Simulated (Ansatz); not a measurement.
# Si4IrPt: the cost of one run

Computed with Ansatz 0.2.0 (DFT PBE, scalar-relativistic, plane waves, PAW, unless a step's input says otherwise).

## 1. The starting structure

The structure is hexagonal, space group P-6m2 (No. 187). Conventional cell: a = 3.301 Å, b = 3.301 Å, c = 8.504 Å, α = 90.00°, β = 90.00°, γ = 120.00°. Around Si (site symmetry 3m) lie 3 Si at 2.06 Å and 1 Ir at 2.49 Å and 3 Pt at 2.60 Å. Si (site symmetry 3m) is surrounded by 3 Si at 2.06 Å and 1 Pt at 2.54 Å and 3 Ir at 2.56 Å. Ir (site symmetry -6m2) has 8 Si at 2.49 to 2.56 Å as nearest neighbours. Around Pt (site symmetry -6m2) lie 8 Si at 2.54 to 2.60 Å.

As a file:

```
CELL_PARAMETERS angstrom
3.30082 0.00000 0.00000
-1.65041 2.85859 0.00000
0.00000 0.00000 8.50354
ATOMIC_POSITIONS crystal
Si 0.00000 0.00000 0.70717
Si 0.66667 0.33333 0.79860
Si 0.66667 0.33333 0.20140
Si 0.00000 0.00000 0.29283
Ir 0.00000 0.00000 0.00000
Pt 0.66667 0.33333 0.50000
```

The cell is invented: species swapped into a database cell of B4OsW (P-6m2, No. 187), with Si on the B sites, Ir on the Os sites and Pt on the W sites. Lengths come from tabulated atomic sizes and are only a guess.

## 2. A first look at the guess

File input.yaml:

```yaml
crystal:
  lattice:
    - [3.30082066, 0.0, 0.0]
    - [-1.65041033, 2.85859455, 0.0]
    - [0.0, 0.0, 8.50353891]
  atoms:
    - { symbol: Si, position: [0.0, 0.0, 0.70716912] }
    - { symbol: Si, position: [0.66666667, 0.33333333, 0.79860198] }
    - { symbol: Si, position: [0.66666667, 0.33333333, 0.20139802] }
    - { symbol: Si, position: [0.0, 0.0, 0.29283088] }
    - { symbol: Ir, position: [0.0, 0.0, 0.0] }
    - { symbol: Pt, position: [0.66666667, 0.33333333, 0.5] }
basis:
  ecutwfc: 420
kpoints:
  mp_grid: { grid: [6, 6, 2] }
hamiltonian:
  xc: pbe
scf:
  occupations: { method: gaussian, width: 0.1 }
  lower_state_search: "off"
output:
  forces: true
  stress: true
  eigenvalues: true
```

On the command line:

```bash
> ansatz run input.yaml --threads 1 --pin off --max-ram 2560MiB --backend cpu --events-out ev --progress --plain --runs-dir out
```

**Question.** How long does this run take on 1 thread of Intel Xeon at 2.70GHz, shared host, and how much memory does it need?

About 4 s, with a peak of 0.35 GiB.
